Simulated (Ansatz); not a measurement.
**TaSCl3: a spread of methods and bases**

Aim: run TaSCl3 under a spread of inputs, and see what each costs and gives.

Method: the settings change from run to run; program: Ansatz 0.2.0, Gaussian basis.

**1. The relaxed structure**

The structure was relaxed beforehand with PBE0-D4 in a triple-zeta def2 set. Ta takes a core potential in def2 sets; no spin-orbit term is included.

SMILES `[S]=[Ta]([Cl])([Cl])[Cl]`, 5 atoms, charge 0, spin multiplicity 1.

Atoms are counted from 1 here; the program's logs count them from 0.

Bond lengths: S1–Ta2 2.138 Å, Ta2–Cl3 2.270 Å, Ta2–Cl4 2.270 Å, Ta2–Cl5 2.270 Å. Angles: S1–Ta2–Cl3 108.4°, S1–Ta2–Cl4 108.4°, S1–Ta2–Cl5 108.4°, Cl3–Ta2–Cl4 110.6°, Cl3–Ta2–Cl5 110.6°, Cl4–Ta2–Cl5 110.6°.

**2. r2SCAN0/def2-TZVPD**

Set apart from the defaults: charge -1, multiplicity 2, a grid of angular degree 47, high accuracy.

Input file in.yaml:

```yaml
crystal:
  periodic: [false, false, false]
  atoms:
    - {symbol: S, position_ang: [0.225627, -0.147699, 2.115802]}
    - {symbol: Ta, position_ang: [0.010137, -0.014806, -0.006890]}
    - {symbol: Cl, position_ang: [1.705206, -1.177006, -0.971682]}
    - {symbol: Cl, position_ang: [-1.996886, -0.908821, -0.579111]}
    - {symbol: Cl, position_ang: [0.105715, 2.174832, -0.599520]}
basis:
  gaussian: {orbitals: def2-TZVPD, final_grid: {core_spheres: 20, valence_spheres: 16, degree: 47}}
total_charge: -1
magnetization: {spin_polarized: true, initial_magnetization: 1}
hamiltonian: {xc: {name: r2SCAN0}}
accuracy: high
output: {forces: true}
```

Command:

```
> ansatz run in.yaml --threads 4 --pin off --events-out ev --progress --plain --max-ram 10444MiB
```

What it wrote, cut to the lines that bear on the results:

```text
Functional definition: r2SCAN0
  name "r2SCAN0"
  cite "Bursch, Neugebauer, Ehlert & Grimme, J. Chem. Phys. 156, 134105 (2022) doi:10.1063/5.0086040"
  cite "Furness, Kaplan, Ning, Perdew & Sun, J. Phys. Chem. Lett. 11, 8208 (2020) doi:10.1021/acs.jpclett.0c02405"
  cite "Furness, Kaplan, Ning, Perdew & Sun, J. Phys. Chem. Lett. 11, 9248 (2020) doi:10.1021/acs.jpclett.0c03077"
  parent r2scan
[...]
3523 factors; integrals over basis functions are off by at most 7.3e-7 eV
[...]
mean field -49961.35241809 eV, -1836.0458363440 hartree, gradient 4.9e-8 eV, S^2 0.756484; 12 other end points of the search recorded, 0 dependent functions left out
[...]
reference -49961.35243667 eV, -1836.0458370265 hartree; 41, 40 occupied and 186, 187 virtual orbitals, 3523 factors
Total energy: -49961.35243667 eV, -1836.0458370265 hartree
Atom 0 at     0.225627    -0.147699     2.115802 Å, force    -0.043709    -0.219905     1.793178 eV/Å
Atom 1 at     0.010137    -0.014806    -0.006890 Å, force     0.574356     0.250470     0.213695 eV/Å
Atom 2 at     1.705206    -1.177006    -0.971682 Å, force     1.011347    -0.731172    -0.877665 eV/Å
Atom 3 at    -1.996886    -0.908821    -0.579111 Å, force    -1.543907    -0.682345    -0.486549 eV/Å
Atom 4 at     0.105715     2.174832    -0.599520 Å, force     0.001913     1.382952    -0.642659 eV/Å
Dipole moment:     0.059913     0.079910    -0.462617 e Å
```

Wall time 3.5 min (4 threads of Arm Neoverse V1, shared host); peak memory 2.1 GiB.

Largest force 1.807 eV/Å, ⟨S²⟩ 0.756.

**3. PBE/x2c-TZVPPall**

Set apart from the defaults: high accuracy.

in.yaml: that of step 2 with these lines changed.

```diff
@@ -9,6 +9,4 @@
 basis:
-  gaussian: {orbitals: def2-TZVPD, final_grid: {core_spheres: 20, valence_spheres: 16, degree: 47}}
-total_charge: -1
-magnetization: {spin_polarized: true, initial_magnetization: 1}
-hamiltonian: {xc: {name: r2SCAN0}}
+  gaussian: {orbitals: x2c-TZVPPall}
+hamiltonian: {xc: {name: PBE}}
 accuracy: high
```

Same command.

What it wrote, cut to the lines that bear on the results:

```text
Functional definition: PBE
  name "PBE"
  cite "Perdew, Burke & Ernzerhof, Phys. Rev. Lett. 77, 3865 (1996) doi:10.1103/PhysRevLett.77.3865"
  parent pbe
[...]
4081 factors; integrals over basis functions are off by at most 3.5e-8 eV
[...]
mean field -473232.02414474 eV, -17390.9561191325 hartree, gradient 3.6e-8 eV, S^2 0.000000; 0 other end points of the search recorded, 0 dependent functions left out
[...]
reference -473232.02414945 eV, -17390.9561193055 hartree; 70, 70 occupied and 195, 195 virtual orbitals, 4081 factors
Total energy: -473232.02414945 eV, -17390.9561193055 hartree
Relativity: scalar
Atom 0 at     0.225627    -0.147699     2.115802 Å, force     0.035289    -0.021752     0.347469 eV/Å
Atom 1 at     0.010137    -0.014806    -0.006890 Å, force    -0.033442     0.020670    -0.325678 eV/Å
Atom 2 at     1.705206    -1.177006    -0.971682 Å, force     0.041229    -0.028184    -0.013393 eV/Å
Atom 3 at    -1.996886    -0.908821    -0.579111 Å, force    -0.046440    -0.021850    -0.003966 eV/Å
Atom 4 at     0.105715     2.174832    -0.599520 Å, force     0.003364     0.051117    -0.004432 eV/Å
Dipole moment:    -0.025348     0.015628    -0.249971 e Å
```

Wall time 29 s (4 threads of Arm Neoverse V1, shared host); peak memory 1.6 GiB.

Largest force 0.350 eV/Å, dipole 1.21 D.

**4. BHLYP/def2-mTZVPP**

Set apart from the defaults: unrestricted orbitals, a point charge of 2.00 e beside it, D3(BJ) with three-body dispersion.

in.yaml: that of step 3 with these lines changed.

```diff
@@ -9,5 +9,5 @@
 basis:
-  gaussian: {orbitals: x2c-TZVPPall}
-hamiltonian: {xc: {name: PBE}}
-accuracy: high
+  gaussian: {orbitals: def2-mTZVPP, point_charges: [{charge: 2.00, position_ang: [4.267, -0.275, 0.713]}]}
+magnetization: {spin_polarized: true, initial_magnetization: 0}
+hamiltonian: {xc: {name: BHLYP}, dispersion: d3bjatm}
 output: {forces: true}
```

Launched as before.

What it wrote, cut to the lines that bear on the results:

```text
Functional definition: BHLYP
  name "BHLYP"
  cite "Becke, J. Chem. Phys. 98, 1372 (1993) doi:10.1063/1.464304"
  cite "Becke, Phys. Rev. A 38, 3098 (1988) doi:10.1103/PhysRevA.38.3098"
  cite "Lee, Yang & Parr, Phys. Rev. B 37, 785 (1988) doi:10.1103/PhysRevB.37.785"
[...]
1399 factors; integrals over basis functions are off by at most 1.9e-4 eV
[...]
mean field -49960.67958118 eV, -1836.0211100436 hartree, gradient 5.8e-5 eV, S^2 0.000000; 0 other end points of the search recorded, 0 dependent functions left out
[...]
reference -49960.67977513 eV, -1836.0211171709 hartree; 40, 40 occupied and 104, 104 virtual orbitals, 1399 factors
Total energy: -49961.13923817 eV, -1836.0380021264 hartree
Atom 0 at     0.225627    -0.147699     2.115802 Å, force     0.527762    -0.012603     0.265416 eV/Å
Atom 1 at     0.010137    -0.014806    -0.006890 Å, force    -2.475233     0.860708     0.244056 eV/Å
Atom 2 at     1.705206    -1.177006    -0.971682 Å, force     2.458198    -0.568062    -0.258447 eV/Å
Atom 3 at    -1.996886    -0.908821    -0.579111 Å, force     0.581274     0.190281     0.171138 eV/Å
Atom 4 at     0.105715     2.174832    -0.599520 Å, force     0.191728    -0.157822     0.024104 eV/Å
Dipole moment:    -1.280495     0.119174    -0.385770 e Å
```

It took 6.5 s on 4 threads of Arm Neoverse V1, shared host; peak memory 0.62 GiB.

Largest force 2.632 eV/Å, dipole 6.45 D, ⟨S²⟩ 0.000.

**5. PBE0-DH/def2-mTZVP**

Set apart from the defaults: charge -1, multiplicity 2, coordinates scaled by 1.25, a grid of angular degree 47.

Input file in.yaml:

```yaml
crystal:
  periodic: [false, false, false]
  atoms:
    - {symbol: S, position_ang: [0.282034, -0.184623, 2.644753]}
    - {symbol: Ta, position_ang: [0.012672, -0.018507, -0.008612]}
    - {symbol: Cl, position_ang: [2.131508, -1.471258, -1.214602]}
    - {symbol: Cl, position_ang: [-2.496107, -1.136026, -0.723889]}
    - {symbol: Cl, position_ang: [0.132144, 2.718540, -0.749400]}
basis:
  gaussian: {orbitals: def2-mTZVP, final_grid: {core_spheres: 20, valence_spheres: 16, degree: 47}}
total_charge: -1
magnetization: {spin_polarized: true, initial_magnetization: 1}
hamiltonian: {xc: {name: PBE0-DH}}
output: {forces: true}
```

Launched as before.

What it wrote, cut to the lines that bear on the results:

```text
Functional definition: PBE0-DH
  name "PBE0-DH"
  cite "Brémond & Adamo, J. Chem. Phys. 135, 024106 (2011) doi:10.1063/1.3604569"
  cite "Perdew, Burke & Ernzerhof, Phys. Rev. Lett. 77, 3865 (1996) doi:10.1103/PhysRevLett.77.3865"
[...]
1182 factors; integrals over basis functions are off by at most 3.0e-4 eV
[...]
mean field -49935.98323118 eV, -1835.1135359208 hartree, gradient 4.0e-6 eV, S^2 1.571238; 12 other end points of the search recorded, 0 dependent functions left out
20 core orbitals not correlated: weight in the atoms' cores, before any rotation towards them, 1.000 or more for the frozen orbitals, at most 0.000 for the correlated occupied ones
reference -49935.98325079 eV, -1835.1135366415 hartree; 21, 20 occupied and 83, 84 virtual orbitals, 1182 factors
second order -25.59344190 eV of doubles, -0.00000000 eV of singles
[...]
Total energy: -49939.18243103 eV, -1835.2311043467 hartree
Atom 0 at     0.282034    -0.184623     2.644753 Å, force    -0.427076     0.061530    -4.067242 eV/Å
Atom 1 at     0.012672    -0.018507    -0.008612 Å, force     0.201930     0.281237     1.709592 eV/Å
Atom 2 at     2.131508    -1.471258    -1.214602 Å, force    -1.966580     1.335903     1.126461 eV/Å
Atom 3 at    -2.496107    -1.136026    -0.723889 Å, force     2.327940     1.024645     0.671187 eV/Å
Atom 4 at     0.132144     2.718540    -0.749400 Å, force    -0.136214    -2.703315     0.560002 eV/Å
Dipole moment:     0.022049     0.090187     0.144180 e Å
```

Wall time 3.2 min (4 threads of Arm Neoverse V1, shared host); peak memory 0.75 GiB.

Largest force 4.090 eV/Å, ⟨S²⟩ 1.571. The spin excess of 0.82 shows a contaminated determinant.

**6. wB97X-V/def2-TZVPD**

Set apart from the defaults: finite nuclei.

Input file in.yaml:

```yaml
crystal:
  periodic: [false, false, false]
  atoms:
    - {symbol: S, position_ang: [0.225627, -0.147699, 2.115802]}
    - {symbol: Ta, position_ang: [0.010137, -0.014806, -0.006890]}
    - {symbol: Cl, position_ang: [1.705206, -1.177006, -0.971682]}
    - {symbol: Cl, position_ang: [-1.996886, -0.908821, -0.579111]}
    - {symbol: Cl, position_ang: [0.105715, 2.174832, -0.599520]}
basis:
  gaussian: {orbitals: def2-TZVPD, nuclear_model: gaussian}
hamiltonian: {xc: {name: wB97X-V}}
output: {forces: true}
```

Same command.

What it wrote, cut to the lines that bear on the results:

```text
Functional definition: wB97X-V
  name "wB97X-V"
  cite "Mardirossian & Head-Gordon, Phys. Chem. Chem. Phys. 16, 9904 (2014) doi:10.1039/C3CP54374A"
  cite "Becke, J. Chem. Phys. 107, 8554 (1997) doi:10.1063/1.475007"
  cite "Vydrov & Van Voorhis, J. Chem. Phys. 133, 244103 (2010) doi:10.1063/1.3521275"
[...]
      + integral(e_c_pw_opposite_spin*poly(b97_u_opposite, cos0, cos1)) + vv10(b, c)
1562 factors; their error is unknown
310 factors; integrals over basis functions are off by at most 3.7e-5 eV
[...]
mean field -49955.63297566 eV, -1835.8356507114 hartree, gradient 3.8e-5 eV, S^2 0.000000; 0 other end points of the search recorded, 0 dependent functions left out
[...]
reference -49955.63297138 eV, -1835.8356505539 hartree; 40, 40 occupied and 187, 187 virtual orbitals, 1562 factors
Total energy: -49955.63297138 eV, -1835.8356505539 hartree
Atom 0 at     0.225627    -0.147699     2.115802 Å, force    -0.036376     0.022447    -0.358146 eV/Å
Atom 1 at     0.010137    -0.014806    -0.006890 Å, force     0.050649    -0.031174     0.504803 eV/Å
Atom 2 at     1.705206    -1.177006    -0.971682 Å, force     0.031400    -0.021752    -0.054291 eV/Å
Atom 3 at    -1.996886    -0.908821    -0.579111 Å, force    -0.044253    -0.016130    -0.045984 eV/Å
Atom 4 at     0.105715     2.174832    -0.599520 Å, force    -0.001420     0.046609    -0.046382 eV/Å
Dipole moment:    -0.026631     0.016420    -0.262748 e Å
```

Run time: 16 s. Hardware: 4 threads of Arm Neoverse V1, shared host; peak memory 1.1 GiB.

Largest force 0.508 eV/Å, dipole 1.27 D.

**7. B2PLYP/def2-TZVP**

Options: charge +1, multiplicity 2, atoms shaken by 0.08 Å, relativity set to scalar, high accuracy.

Input file in.yaml:

```yaml
crystal:
  periodic: [false, false, false]
  atoms:
    - {symbol: S, position_ang: [0.189463, -0.166951, 2.161484]}
    - {symbol: Ta, position_ang: [0.056214, -0.031453, 0.086105]}
    - {symbol: Cl, position_ang: [1.679499, -1.199815, -1.019297]}
    - {symbol: Cl, position_ang: [-1.962262, -0.872745, -0.580531]}
    - {symbol: Cl, position_ang: [0.071070, 2.126663, -0.604483]}
basis:
  gaussian: {orbitals: def2-TZVP}
total_charge: 1
magnetization: {spin_polarized: true, initial_magnetization: 1}
hamiltonian: {xc: {name: B2PLYP}, pseudopotentials: {relativity: scalar}}
accuracy: high
output: {forces: true}
```

The command is unchanged.

What it wrote, cut to the lines that bear on the results:

```text
Functional definition: B2PLYP
  name "B2PLYP"
  cite "Grimme, J. Chem. Phys. 124, 034108 (2006) doi:10.1063/1.2148954"
  cite "Becke, Phys. Rev. A 38, 3098 (1988) doi:10.1103/PhysRevA.38.3098"
  cite "Lee, Yang & Parr, Phys. Rev. B 37, 785 (1988) doi:10.1103/PhysRevB.37.785"
[...]
3041 factors; integrals over basis functions are off by at most 7.4e-7 eV
[...]
mean field -50054.99836316 eV, -1839.4872613497 hartree, gradient 1.6e-8 eV, S^2 0.760096; 4 other end points of the search recorded, 0 dependent functions left out
20 core orbitals not correlated: weight in the atoms' cores, before any rotation towards them, 1.000 or more for the frozen orbitals, at most 0.000 for the correlated occupied ones
reference -50054.99838915 eV, -1839.4872623048 hartree; 20, 19 occupied and 148, 149 virtual orbitals, 3041 factors
second order -35.50449256 eV of doubles, -0.00000000 eV of singles
[...]
Total energy: -50064.58460214 eV, -1839.8395491345 hartree
Relativity: scalar
Atom 0 at     0.189463    -0.166951     2.161484 Å, force     0.558348    -0.323937     6.176593 eV/Å
Atom 1 at     0.056214    -0.031453     0.086105 Å, force    -0.914693     0.267319    -7.883958 eV/Å
Atom 2 at     1.679499    -1.199815    -1.019297 Å, force    -0.531945     0.333151     0.726592 eV/Å
Atom 3 at    -1.962262    -0.872745    -0.580531 Å, force     0.817921     0.237994     0.424975 eV/Å
Atom 4 at     0.071070     2.126663    -0.604483 Å, force     0.070369    -0.514527     0.555799 eV/Å
Dipole moment:     0.116371     0.076172     0.377806 e Å
```

Wall time 2.9 min (4 threads of Arm Neoverse V1, shared host); peak memory 1.5 GiB.

Largest force 7.941 eV/Å, ⟨S²⟩ 0.760.

**8. wB97X-V/def2-TZVPD**

This run has relativity set to none.

Input file in.yaml:

```yaml
crystal:
  periodic: [false, false, false]
  atoms:
    - {symbol: S, position_ang: [0.225627, -0.147699, 2.115802]}
    - {symbol: Ta, position_ang: [0.010137, -0.014806, -0.006890]}
    - {symbol: Cl, position_ang: [1.705206, -1.177006, -0.971682]}
    - {symbol: Cl, position_ang: [-1.996886, -0.908821, -0.579111]}
    - {symbol: Cl, position_ang: [0.105715, 2.174832, -0.599520]}
basis:
  gaussian: {orbitals: def2-TZVPD}
hamiltonian: {xc: {name: wB97X-V}, pseudopotentials: {relativity: none}}
```

Same command.

What it wrote, cut to the lines that bear on the results:

```text
Functional definition: wB97X-V
  name "wB97X-V"
  cite "Mardirossian & Head-Gordon, Phys. Chem. Chem. Phys. 16, 9904 (2014) doi:10.1039/C3CP54374A"
  cite "Becke, J. Chem. Phys. 107, 8554 (1997) doi:10.1063/1.475007"
  cite "Vydrov & Van Voorhis, J. Chem. Phys. 133, 244103 (2010) doi:10.1063/1.3521275"
[...]
      + integral(e_c_pw_opposite_spin*poly(b97_u_opposite, cos0, cos1)) + vv10(b, c)
1562 factors; their error is unknown
310 factors; integrals over basis functions are off by at most 3.7e-5 eV
[...]
mean field -49955.67684721 eV, -1835.8372629609 hartree, gradient 3.8e-5 eV, S^2 0.000000; 0 other end points of the search recorded, 0 dependent functions left out
reference -49955.67684292 eV, -1835.8372628034 hartree; 40, 40 occupied and 187, 187 virtual orbitals, 1562 factors
Total energy: -49955.67684292 eV, -1835.8372628034 hartree
```

It took 13 s on 4 threads of Arm Neoverse V1, shared host; peak memory 0.87 GiB.

**9. wB97X-V/def2-mTZVP**

Options: charge -1, multiplicity 2.

in.yaml: that of step 8 with these lines changed.

```diff
@@ -9,3 +9,6 @@
 basis:
-  gaussian: {orbitals: def2-TZVPD}
-hamiltonian: {xc: {name: wB97X-V}, pseudopotentials: {relativity: none}}
+  gaussian: {orbitals: def2-mTZVP}
+total_charge: -1
+magnetization: {spin_polarized: true, initial_magnetization: 1}
+hamiltonian: {xc: {name: wB97X-V}}
+output: {forces: true}
```

The command is unchanged.

What it wrote, cut to the lines that bear on the results:

```text
Functional definition: wB97X-V
  name "wB97X-V"
  cite "Mardirossian & Head-Gordon, Phys. Chem. Chem. Phys. 16, 9904 (2014) doi:10.1039/C3CP54374A"
  cite "Becke, J. Chem. Phys. 107, 8554 (1997) doi:10.1063/1.475007"
  cite "Vydrov & Van Voorhis, J. Chem. Phys. 133, 244103 (2010) doi:10.1063/1.3521275"
[...]
      + integral(e_c_pw_opposite_spin*poly(b97_u_opposite, cos0, cos1)) + vv10(b, c)
1182 factors; integrals over basis functions are off by at most 2.3e-4 eV
298 factors; integrals over basis functions are off by at most 4.5e-6 eV
[...]
mean field -49955.78655546 eV, -1835.8412946650 hartree, gradient 3.4e-6 eV, S^2 0.752850; 12 other end points of the search recorded, 0 dependent functions left out
[...]
reference -49955.78655361 eV, -1835.8412945968 hartree; 41, 40 occupied and 83, 84 virtual orbitals, 1182 factors
Total energy: -49955.78655361 eV, -1835.8412945968 hartree
Atom 0 at     0.225627    -0.147699     2.115802 Å, force    -0.040554    -0.230838     1.906233 eV/Å
Atom 1 at     0.010137    -0.014806    -0.006890 Å, force     0.657042     0.243898     0.622539 eV/Å
Atom 2 at     1.705206    -1.177006    -0.971682 Å, force     1.334101    -0.952857    -1.100546 eV/Å
Atom 3 at    -1.996886    -0.908821    -0.579111 Å, force    -1.967140    -0.867910    -0.634381 eV/Å
Atom 4 at     0.105715     2.174832    -0.599520 Å, force     0.016551     1.807707    -0.793844 eV/Å
Dipole moment:     0.057917     0.078974    -0.463983 e Å
```

Run time: 82 s. Hardware: 4 threads of Arm Neoverse V1, shared host; peak memory 0.82 GiB.

Largest force 2.242 eV/Å, ⟨S²⟩ 0.753.

**10. PBE0-DH/def2-SVPD**

Options: charge +1, multiplicity 2, coordinates scaled by 1.25.

Input file in.yaml:

```yaml
crystal:
  periodic: [false, false, false]
  atoms:
    - {symbol: S, position_ang: [0.282034, -0.184623, 2.644753]}
    - {symbol: Ta, position_ang: [0.012672, -0.018507, -0.008612]}
    - {symbol: Cl, position_ang: [2.131508, -1.471258, -1.214602]}
    - {symbol: Cl, position_ang: [-2.496107, -1.136026, -0.723889]}
    - {symbol: Cl, position_ang: [0.132144, 2.718540, -0.749400]}
basis:
  gaussian: {orbitals: def2-SVPD}
total_charge: 1
magnetization: {spin_polarized: true, initial_magnetization: 1}
hamiltonian: {xc: {name: PBE0-DH}}
output: {forces: true}
```

The command is unchanged.

What it wrote, cut to the lines that bear on the results:

```text
Functional definition: PBE0-DH
  name "PBE0-DH"
  cite "Brémond & Adamo, J. Chem. Phys. 135, 024106 (2011) doi:10.1063/1.3604569"
  cite "Perdew, Burke & Ernzerhof, Phys. Rev. Lett. 77, 3865 (1996) doi:10.1103/PhysRevLett.77.3865"
[...]
1300 factors; integrals over basis functions are off by at most 7.0e-4 eV
[...]
mean field -49905.69546797 eV, -1834.0004811527 hartree, gradient 3.3e-8 eV, S^2 1.464518; 15 other end points of the search recorded, 0 dependent functions left out
20 core orbitals not correlated: weight in the atoms' cores, before any rotation towards them, 1.000 or more for the frozen orbitals, at most 0.000 for the correlated occupied ones
reference -49905.69550700 eV, -1834.0004825869 hartree; 20, 19 occupied and 103, 104 virtual orbitals, 1300 factors
second order -30.16130463 eV of doubles, -0.00000000 eV of singles
[...]
Total energy: -49909.46567008 eV, -1834.1390335246 hartree
Atom 0 at     0.282034    -0.184623     2.644753 Å, force    -0.407103     0.251503    -3.941131 eV/Å
Atom 1 at     0.012672    -0.018507    -0.008612 Å, force     0.092657    -0.065866    -0.465745 eV/Å
Atom 2 at     2.131508    -1.471258    -1.214602 Å, force    -3.370202     2.311105     2.000249 eV/Å
Atom 3 at    -2.496107    -1.136026    -0.723889 Å, force     3.923061     1.803198     1.183052 eV/Å
Atom 4 at     0.132144     2.718540    -0.749400 Å, force    -0.238413    -4.299940     1.223574 eV/Å
Dipole moment:     0.139036    -0.090012     0.699191 e Å
```

Run time: 3 min. Hardware: 4 threads of Arm Neoverse V1, shared host; peak memory 0.92 GiB.

Largest force 4.550 eV/Å, ⟨S²⟩ 1.465. The spin excess of 0.71 shows a contaminated determinant.

**11. All runs side by side**

```csv
level,charge,multiplicity,geometry,functions,energy (eV),time
r2SCAN0/def2-TZVPD,-1,2,relaxed,227,-49961.352,3.5 min
PBE/x2c-TZVPPall,0,1,relaxed,265,-473232.024,29 s
BHLYP/def2-mTZVPP,0,1,"relaxed, point charge",144,-49961.139,6.5 s
PBE0-DH/def2-mTZVP,-1,2,scaled,124,-49939.182,3.2 min
wB97X-V/def2-TZVPD,0,1,relaxed,227,-49955.633,16 s
B2PLYP/def2-TZVP,1,2,shaken,188,-50064.585,2.9 min
wB97X-V/def2-TZVPD,0,1,relaxed,227,-49955.677,13 s
wB97X-V/def2-mTZVP,-1,2,relaxed,124,-49955.787,82 s
PBE0-DH/def2-SVPD,1,2,scaled,143,-49909.466,3 min
```

**12. Outcome**

| quantity | value |
| --- | --- |
| runs | 9 |
| quickest | BHLYP/def2-mTZVPP, 6.5 s |
| slowest | r2SCAN0/def2-TZVPD, 3.5 min |
| spread of total energies, same state and geometry | 423276.4 eV |
| dipole, same state and geometry | 1.21 to 1.27 D |

**Reading.** r2SCAN0/def2-TZVPD took 33 times as long as BHLYP/def2-mTZVPP. The jobs differ in tasks and options as well as level. Total energies at one charge and spin differ by 423276 eV between levels, so only differences within one level mean anything. Some of these runs are scalar-relativistic and others not, which shifts the totals of all-electron atoms past neon by eV; core potentials, where a basis has them, take the core out of the total altogether. At the PBE0-D4/def2-TZVP geometry and in the same state, runs without warnings or point charges leave forces up to 0.51 eV/Å (wB97X-V/def2-TZVPD).
